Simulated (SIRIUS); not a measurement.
Hf2Pd2Se2Br2O3:

```xyz
11
Lattice="5.7607 0.0050 -0.0029 -0.5275 5.8466 0.0341 -1.4844 -0.9264 6.6459" Properties=species:S:1:pos:R:3 pbc="T T T"
Hf    3.5658    1.9949    2.3367
Hf    0.5362    2.1009    3.9624
Pd    3.9042   -0.0043    5.6409
Pd    0.4456    4.9498    2.4142
Se    2.0523    1.4944    6.2402
Se    2.4066    4.0824    3.5487
Br    4.1617    5.6554    1.0519
Br   -0.4152    4.0015    5.7576
O     4.5038    1.1491    3.9299
O     1.7546    1.0574    2.7229
O    -0.4225    3.0696    2.4575
```

The cell was built by a generator and needn't be a form met in nature.

```yaml
Program: SIRIUS 7.12.0
Task: single point
Functional: PBE
Potentials_or_basis: PseudoDojo 0.4.1 PBE standard (scalar relativistic)
Cutoff: 1177 eV
Density_cutoff: 4707 eV
k_mesh: 5 × 5 × 4
Occupations: fermi-dirac, width 0.05 eV
Spin: no spin polarisation
```

On this cell: pressure -0.4 GPa; largest force 0.226 eV/Å; band gap on the k mesh 0.21 eV.

The same run follows on a disturbed copy (atoms moved at random, drawn with an rms of 0.05 Å):

```
Hf Pd Se Br O
1.0
     5.76069    0.00496   -0.00286
    -0.52750    5.84664    0.03413
    -1.48435   -0.92642    6.64586
Hf Pd Se Br O
2 2 2 2 3
Direct
  0.74072 0.39809 0.34450
  0.28143 0.44845 0.59043
  0.90719 0.12475 0.84565
  0.25296 0.90122 0.36005
  0.63691 0.39567 0.93956
  0.63328 0.78215 0.52631
  0.85022 0.98976 0.15496
  0.22912 0.81288 0.86103
  0.95900 0.29537 0.59757
  0.42995 0.24839 0.40430
  0.07281 0.58842 0.36556
```

What does the disturbed cell give?

The energy moves by +7.1 meV/atom; pressure -0.6 GPa; largest force 0.786 eV/Å; band gap on the k mesh 0.16 eV.

Forces in eV/Å, atoms in the order of the input:
```
Hf   0.288 -0.184  0.543
Hf   0.010  0.342 -0.016
Pd  -0.053  0.030  0.219
Pd   0.078  0.388 -0.054
Se  -0.139  0.157 -0.338
Se  -0.379 -0.010  0.060
Br   0.170 -0.088 -0.023
Br  -0.025  0.069  0.049
O    0.033  0.167 -0.740
O    0.067 -0.142  0.010
O   -0.050 -0.729  0.289
```

Stress tensor (GPa, compression positive):
```
-0.90 -0.21 -0.43
-0.21 -0.17  0.54
-0.43  0.54 -0.80
```

Caveats: this set's palladium file may shift the pressure by some GPa; spin-orbit coupling is left out, which moves the levels of the heavy elements; an odd mesh through Γ misses points on the zone boundary, where band edges often lie.
